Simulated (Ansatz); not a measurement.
What does this script print? It uses the Ansatz DFT code, driven from Python.

The script, `hse_adiabatic.py`:
```python
# -*- coding: utf-8 -*-
"""How HSe relaxes after losing an electron."""

import logging
import sys

import ansatz as az
import numpy as np

logging.basicConfig(stream=sys.stdout, format="%(levelname)s %(message)s")
logger = logging.getLogger("hse")
logger.setLevel(logging.INFO)


def main():
    geometry_ang = [
        ("H", [0.0, 0.0, 0.0]),
        ("Se", [0.0, 0.0, 1.435]),
    ]
    molecule = az.Crystal.molecule()
    for symbol, xyz in geometry_ang:
        molecule = molecule.atom(symbol, xyz)

    model = molecule.calculation()
    model = model.basis(gaussian="def2-TZVP")
    model = model.functional("pbe0", dispersion="d3bj")
    model = model.spin("collinear", total=1)
    symbols = [site.symbol for site in molecule.cartesian_sites]
    start = np.array([site.position_ang for site in molecule.cartesian_sites], dtype=float)
    summary = model.relax(force_tolerance=0.01, max_steps=100).run(threads=1, pin="off").report
    end = np.array(summary["positions_ang"])

    minimum = az.Crystal.molecule()
    for symbol, place in zip(symbols, end):
        minimum = minimum.atom(symbol, place.tolist())
    ion = minimum.calculation().basis(gaussian="def2-TZVP").functional("pbe0", dispersion="d3bj").charge(1)
    vertical = ion.run(threads=1, pin="off").report
    settled = ion.relax(force_tolerance=0.01, max_steps=80).run(threads=1, pin="off").report
    logger.info(f"vertical ionisation energy   {vertical['free_energy_ev'] - summary['free_energy_ev']:.3f} eV")
    logger.info(f"adiabatic, no zero point     {settled['free_energy_ev'] - summary['free_energy_ev']:.3f} eV")
    logger.info(f"relaxation energy of the ion {vertical['free_energy_ev'] - settled['free_energy_ev']:.3f} eV")
    ionised = np.array(settled["positions_ang"])
    logger.info("final positions (A) and the move of each atom")
    for symbol, xyz, old in zip(symbols, ionised, end):
        logger.info(f"{symbol:2s} {xyz[0]:10.5f} {xyz[1]:10.5f} {xyz[2]:10.5f}   {np.linalg.norm(xyz - old):7.4f}")


if __name__ == "__main__":
    main()
```

```console
$ python hse_adiabatic.py
INFO vertical ionisation energy   11.513 eV
INFO adiabatic, no zero point     11.509 eV
INFO relaxation energy of the ion 0.004 eV
INFO final positions (A) and the move of each atom
INFO H     0.00000    0.00000   -0.02747    0.0095
INFO Se   -0.00000   -0.00000    1.46247    0.0095
```

What to keep in mind:
- The energies are electronic: no zero-point or thermal terms, and the basis set is short of its limit. The product may relax into another structure. The relaxation finds the nearest minimum, so the adiabatic value is an upper bound.
- The species is open-shell (spin multiplicity 2).
- Only the spin states typed were run; another state of an ion can lie lower, by up to an eV or two.
- The whole script took 8.2 s on 1 thread of Arm Neoverse V1 (shared host), peak memory 0.18 GiB.

(A comment or docstring line of the script was reworded after the run, the code is as it ran; lines on the test bed's own set-up are left out of the output.)
